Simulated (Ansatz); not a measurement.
**Boron, simple cubic: r²SCAN0 after r²SCAN**

Aim: see what exact exchange does to the levels, and what it costs. Spin polarisation is left out. The geometry was relaxed under r²SCAN beforehand and is kept. Exact exchange is dear, so the k-mesh is coarse, and r²SCAN is run on the same mesh for comparison.

Method: DFT, plane waves (500 eV) with PBE-made PAW files, scalar-relativistic; functionals as named at each step, in Ansatz 0.2.0.

### 1 The starting structure

It takes space group Pm-3m (No. 221, cubic). The conventional cell has a = 1.884 Å, b = 1.884 Å, c = 1.884 Å, α = 90.00°, β = 90.00°, γ = 90.00°. Around B (site symmetry m-3m) lie 6 B at 1.88 Å.

Coordinates:

```xyz
1
Lattice="1.8845 0.0000 0.0000 0.0000 1.8845 0.0000 0.0000 0.0000 1.8845" Properties=species:S:1:pos:R:3 pbc="T T T"
B     0.0000    0.0000    0.0000
```

### 2 r²SCAN on the coarse mesh

The run with r²SCAN.

Input file input.yaml:

```yaml
crystal:
  lattice:
    - [1.8844875099, 0.0, 0.0]
    - [0.0, 1.8844875099, 0.0]
    - [0.0, 0.0, 1.8844875099]
  atoms:
    - { symbol: B, position: [0.0, 0.0, 0.0] }
hamiltonian:
  xc: r2scan
  pseudopotentials:
    kind: paw
    azcp:
      B: "pseudopotentials/B.paw.azcp"
basis:
  ecutwfc: 500
  fft_grid_basis: typed
kpoints:
  mp_grid: { grid: [8, 8, 8], shift: [0, 0, 0] }
magnetization:
  spin_polarized: false
scf:
  occupations: { method: fermi_dirac, width: 0.1 }
```

Run with:

```bash
ansatz run input.yaml --threads 4 --pin off --max-ram 8192MiB --backend cpu --events-out ev --progress --plain --runs-dir out
```

Output (excerpt; [...] marks lines left out):

```text
Warning: RAYON_NUM_THREADS=4 ignored (pool sized by the plan → 4); use --threads N
[...]
Pseudopotentials: kind: paw
Pseudopotential: B, paw, valence charge 3, recommended cutoff 500 eV (meta_gga), <dir>
Functional definition: r2SCAN
[...]
Crystal: 1 atoms, lattice volume = 6.692 Å³
Basis set: ecut = 500 eV, 171 PW (Γ), exchange–correlation on 60×60×60 points (64 copies of the dense FFT grid, shifted against one another)
Bands: 6, of which v1, the nominal top of the filled ones, is band 2 counted from 1 (1 counted from 0)
Symmetry: 48 space group operations
Space group: Pm-3m (ITA 221), of the structure as read, at distance tolerance 1.9e-5 Å
k-points: 35 of 512
[...]
SCF iter   1: F=—  HF=-155.308523 eV  |F-HF|=—  |Δ(HF+E_count)|=         —  Δρ=6.73e-3  dr2=1.48e-3  dr2_τ=7.28e-2  ethr=1.77e-3  ⟨swp⟩=4.9  Hψ=1655  notcnv=0
[...]
SCF iter   6: F=-155.342117 eV  HF=-155.342117 eV  |F-HF|=1.86e-9  |Δ(HF+E_count)|=   7.83e-9  Δρ=5.67e-6  dr2=8.41e-10  dr2_τ=3.61e-11  ethr=5.01e-10  ⟨swp⟩=1.0  Hψ=582  notcnv=0
[...]
SCF converged after 6 iterations
Free energy (F): -155.342117 eV
[...]
E sigma→0 (E₀):  -155.336455 eV
Entropy (-TS):   -0.011324 eV (-11.324 meV/atom)
Fermi energy:    10.165306 eV
[...]
```

It took 0.28 s on 4 threads of Arm Neoverse V1, shared host; peak memory 0.23 GiB.

### 3 r²SCAN0, coarse mesh

The run with r²SCAN0.

input.yaml: that of step 2 with these lines changed.

```diff
@@ -8,3 +8,3 @@
 hamiltonian:
-  xc: r2scan
+  xc: r2scan0
   pseudopotentials:
```

Run with:

```bash
ansatz run input.yaml --threads 4 --pin off --max-ram 8192MiB --backend cpu --events-out ev --progress --plain --runs-dir out
```

Output (excerpt; [...] marks lines left out):

```text
Warning: RAYON_NUM_THREADS=4 ignored (pool sized by the plan → 4); use --threads N
[...]
[... 2 set-up lines as earlier in the session ...]
Functional definition: r2SCAN0
[...]
Crystal: 1 atoms, lattice volume = 6.692 Å³
Basis set: ecut = 500 eV, 171 PW (Γ), exchange–correlation on 60×60×60 points (64 copies of the dense FFT grid, shifted against one another)
Bands: 6, of which v1, the nominal top of the filled ones, is band 2 counted from 1 (1 counted from 0)
[... 2 set-up lines as earlier in the session ...]
k-points: 35 of 512
[...]
SCF iter   1: F=—  HF=-155.308476 eV  |F-HF|=—  |Δ(HF+E_count)|=         —  Δρ=6.82e-3  dr2=1.55e-3  dr2_τ=7.27e-2  ethr=1.77e-3  ⟨swp⟩=6.1  Hψ=945  notcnv=0
[...]
Frozen-core exchange: fock
[...]
SCF iter   2: F=-155.173836 eV  HF=-155.173836 eV  |F-HF|=1.11e-8  |Δ(HF+E_count)|=   6.83e-8  Δρ=2.57e-5  dr2=1.79e-8  dr2_τ=5.37e-10  ethr=1.63e-9  ⟨swp⟩=2.6  Hψ=299  notcnv=0
[...]
hybrid outer 2: dexx = +3.262e-8 eV, tail = 3.88e-8 eV, Δε = 2.15e-3 eV (about 3.67e-4 eV left of the loop's levels)
hybrid SCF converged: 2 outer / 5 inner (+6 warm-up), last move |dexx| = 3.26e-8 eV, tail = 3.88e-8 eV
Stability not checked: this state was not tested for a lower state beside it, because the functional holds exact exchange (a hybrid, or Hartree-Fock), whose exchange loop this test does not read (fock_operator; see scf.lower_state_search)
Free energy (F): -155.173836 eV
Frozen-core exchange: fock
[...]
E sigma→0 (E₀):  -155.172551 eV
Entropy (-TS):   -0.002569 eV (-2.569 meV/atom)
Fermi energy:    9.931115 eV
[...]
--- Band table (eV; the first three rows and the last of 35) ---
  k-point 0: bands = ["-8.5703", "26.5589", "26.5589", "26.5589"]
[...]
  guard bands above this table: 2 of the run's 6 bands. The solve was not asked for them (output.publish_guard_bands: true or output.eigenvalues: true publishes all)
```

It took 1.6 s on 4 threads of Arm Neoverse V1, shared host; peak memory 0.46 GiB.

### 4 The functionals compared

```csv
functional,gap on the mesh,Fermi energy (eV),SCF cycles,exchange loops,CPU time
r²SCAN,none (levels filled in part),10.165,6,-,0.58 s
r²SCAN0,none (levels filled in part),9.931,11,2,3.9 s
```

### 5 Outcome

| quantity | value |
| --- | --- |
| r²SCAN: gap | none (levels filled in part) |
| r²SCAN0: gap | none (levels filled in part) |
| r²SCAN0: SCF cycles, exchange loops | 11, 2 |
| r²SCAN0: CPU time over that of r²SCAN | 6.7 |
| r²SCAN0: relative to alpha-rhombohedral (B12) | +1350 meV/atom |

In words: Neither r²SCAN nor r²SCAN0 shows a clean gap on this mesh. r²SCAN0 cost 6.7 times the CPU time of r²SCAN. r²SCAN0 needed 2 outer loops of the exchange operator. To compare with dense-mesh energies, the change of r²SCAN from this mesh and smearing to its dense run (-8.8 meV/atom, from a run not shown) is added. Under r²SCAN0 it lies 1350 meV/atom above alpha-rhombohedral (B12) (computed apart in the same way); on such meshes a few tens of meV are uncertain for metals. Absolute energies differ from functional to functional, by eV per atom at times, and say nothing by themselves.
